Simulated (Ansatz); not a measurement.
A nudged elastic band was laid between two geometries of a periodic cell of 31 atoms, Al30Si (host Al, host structure fcc, dopant Si, one Al atom removed).

Method: Ansatz, DFT PBE, scalar-relativistic, plane waves, PAW. Settings: PAW set soft_1, cutoff 200 eV, k mesh 2x2x2, fermi-dirac smearing 0.15 eV, no spin polarisation.

* movable images: 3
* climbing image: yes
* spring: 5.0 eV/Å²
* optimiser: quadratic models (default)
* start path: default
* force threshold: 0.05 eV/Å
* iteration limit: 50
* end points: relaxed

First end point:

```xyz
31
Lattice="8.1000 0.0000 0.0000 0.0000 8.1000 0.0000 0.0000 0.0000 8.1000" Properties=species:S:1:pos:R:3
Al 4.025 0.001 0.018
Al 6.083 2.028 0.025
Al 6.080 -0.001 2.021
Al 0.014 0.001 0.029
Al 2.005 2.026 0.027
Al 4.037 4.052 0.031
Al 6.083 6.071 0.026
Si 1.975 0.001 1.995
Al 4.017 1.976 2.037
Al 6.078 4.048 2.021
Al 6.071 2.015 4.046
Al 6.071 -0.003 6.088
Al 0.009 4.051 0.029
Al 2.003 6.077 0.030
Al 0.013 2.023 2.023
Al 2.010 4.050 2.023
Al 4.018 6.121 2.037
Al 0.005 -0.001 4.046
Al 2.027 1.978 4.036
Al 4.028 4.048 4.042
Al 6.072 6.080 4.045
Al 2.003 0.000 6.098
Al 4.031 2.019 6.087
Al 6.082 4.051 6.091
Al 0.013 6.075 2.024
Al 0.022 4.048 4.050
Al 2.027 6.122 4.034
Al 0.009 2.030 6.098
Al 2.005 4.051 6.098
Al 4.030 6.081 6.086
Al 0.011 6.070 6.098
```

Last end point:

```xyz
31
Lattice="8.1000 0.0000 0.0000 0.0000 8.1000 0.0000 0.0000 0.0000 8.1000" Properties=species:S:1:pos:R:3
Al 4.061 0.000 -0.014
Al 6.061 2.031 -0.015
Al 6.056 0.000 2.044
Al -0.004 0.000 -0.004
Al 2.039 2.018 -0.003
Al 4.068 4.050 -0.016
Al 6.061 6.069 -0.015
Si 4.082 0.000 4.082
Al 4.048 1.990 2.050
Al 6.058 4.050 2.036
Al 6.052 2.023 4.069
Al 6.051 0.000 6.051
Al -0.011 4.050 -0.011
Al 2.039 6.082 -0.003
Al -0.003 2.018 2.039
Al 2.040 4.050 2.040
Al 4.048 6.110 2.050
Al -0.014 0.000 4.061
Al 2.050 1.990 4.048
Al 4.064 4.050 4.064
Al 6.052 6.077 4.069
Al 2.044 0.000 6.056
Al 4.069 2.023 6.052
Al 6.060 4.050 6.060
Al -0.003 6.082 2.039
Al -0.016 4.050 4.068
Al 2.050 6.110 4.048
Al -0.015 2.031 6.061
Al 2.036 4.050 6.058
Al 4.069 6.077 6.052
Al -0.015 6.069 6.061
```

What changes between the two ends?

The atom that moves furthest is Si8, by 2.97 Å; four of its nearest neighbours are Al4 2.78, Al15 2.82, Al25 2.82, Al14 2.82 Å at the first end and Al12 2.78, Al11 2.82, Al23 2.82, Al21 2.82 Å at the last.

Give the energies along the band, and the barrier.

The run converged. The highest image is number 2 of 0 to 4, 0.61 eV above the ends, which have the same energy within 2 meV. The order of the stationary point at the top wasn't checked. The plane-wave cutoff is below what these datasets need, so energies and pressures aren't converged. Limits of this set-up: coarse k mesh, no spin, though dangling bonds at a vacancy may carry it, a small cell, in which the defect meets its images.

```json
{"image": "0", "path coordinate (Å)": "0.00", "energy (eV)": "0.00"}
{"image": "1", "path coordinate (Å)": "0.76", "energy (eV)": "0.32"}
{"image": "2", "path coordinate (Å)": "1.53", "energy (eV)": "0.61"}
{"image": "3", "path coordinate (Å)": "2.29", "energy (eV)": "0.32"}
{"image": "4", "path coordinate (Å)": "3.05", "energy (eV)": "0.00"}
```

What is the geometry of the highest image?


```xyz
31
Lattice="8.1000 0.0000 0.0000 0.0000 8.1000 0.0000 0.0000 0.0000 8.1000" Properties=species:S:1:pos:R:3
Al 3.980 0.000 0.064
Al 6.065 2.037 0.011
Al 6.013 0.000 2.097
Al 0.015 0.000 0.023
Al 2.005 2.027 0.013
Al 4.059 4.050 -0.033
Al 6.065 6.062 0.011
Si 3.033 0.000 3.043
Al 4.072 2.125 2.005
Al 6.110 4.050 2.018
Al 6.064 2.027 4.072
Al 6.054 0.000 6.061
Al -0.016 4.050 -0.009
Al 2.005 6.072 0.013
Al 0.005 2.028 2.012
Al 2.018 4.050 2.025
Al 4.072 5.975 2.005
Al 0.057 0.000 3.987
Al 1.996 2.126 4.080
Al 4.051 4.050 4.059
Al 6.064 6.072 4.072
Al 2.090 0.000 6.019
Al 4.064 2.028 6.072
Al 6.085 4.050 6.093
Al 0.005 6.072 2.012
Al -0.041 4.050 4.067
Al 1.997 5.973 4.080
Al 0.004 2.037 6.073
Al 2.010 4.050 6.118
Al 4.064 6.072 6.072
Al 0.004 6.063 6.073
```

Run time: 65 s on 2 threads of Arm Neoverse V1, with other jobs on the host, peak memory 0.72 GiB.
